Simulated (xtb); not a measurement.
# GFN-FF run of CH6OSeSi (SMILES OC[Se][SiH3])

We compute a geometry optimisation of CH6OSeSi. 

Program for the calculation: xtb 6.7.1 later snapshot.

4 further runs of the same task are left out: 4 set aside as unsound or not needed.

## Step 1: The system as given

CH6OSeSi has 10 atoms, charge 0, and is taken as a singlet. As SMILES, `OC[Se][SiH3]`. All atoms were displaced at random from a relaxed shape. The run starts from this shape.

Bond lengths: O1–C2 1.350 Å, C2–Se3 2.018 Å, Se3–Si4 2.301 Å, O1–H5 1.031 Å, C2–H6 1.150 Å, C2–H7 1.100 Å, Si4–H8 1.466 Å, Si4–H9 1.400 Å, Si4–H10 1.404 Å. Some angles: O1–C2–Se3 119.4°, C2–Se3–Si4 97.7°, O1–C2–H6 113.2°, O1–C2–H7 107.3°, Se3–C2–H6 100.7°, Se3–C2–H7 109.3°, C2–O1–H5 107.5°, Se3–Si4–H8 97.6°, Se3–Si4–H9 106.4°, Se3–Si4–H10 103.3°.

## Step 2: A geometry optimisation at GFN-FF

.CHRG

```
0
```

.UHF

```
0
```

mol.coord

```
$coord
     -2.386516225529      3.452170581728     -2.544799685727  o
     -1.144531524641      1.997327130162     -0.857803379751  c
     -0.845198906500     -1.752758775113     -1.481261822788  se
      1.461627568353     -2.753822292372      2.067209202251  si
     -1.603999534582      3.115194619184     -4.296311241598  h
      0.948963768003      2.538431308687     -0.637574697187  h
     -2.021062090287      2.317106584971      0.999816298017  h
      1.583155855428     -5.492526775747      1.665396736371  h
     -0.067463222649     -2.160504981023      4.142317459702  h
      3.805587161555     -1.594626493004      1.620440151867  h
$end
```

Command:

```
$ xtb mol.coord --gff -o vtight > out.txt 2> xtb.err
```

**Question.** What will come out? Wanted: steric energy; dipole moment; dispersion energy.

Answer, from the run:

Level: GFN-FF.

| quantity | value |
| --- | --- |
| steric energy (arbitrary zero) | -1.05744 Eh |
| dipole moment (from atomic charges) | 2.57 D |
| dispersion energy | -12.06 kJ/mol |

At the final geometry: Bond lengths: O1–C2 1.405 Å, C2–Se3 1.927 Å, Se3–Si4 2.270 Å, O1–H5 0.983 Å, C2–H6 1.093 Å, C2–H7 1.092 Å, Si4–H8 1.463 Å, Si4–H9 1.463 Å, Si4–H10 1.463 Å. Some angles: O1–C2–Se3 114.5°, C2–Se3–Si4 99.7°, O1–C2–H6 109.2°, O1–C2–H7 107.6°, Se3–C2–H6 109.1°, Se3–C2–H7 108.7°, C2–O1–H5 109.6°, Se3–Si4–H8 113.6°, Se3–Si4–H9 113.5°, Se3–Si4–H10 113.5°. The optimisation took 43 steps and changed the energy by -0.448 eV.
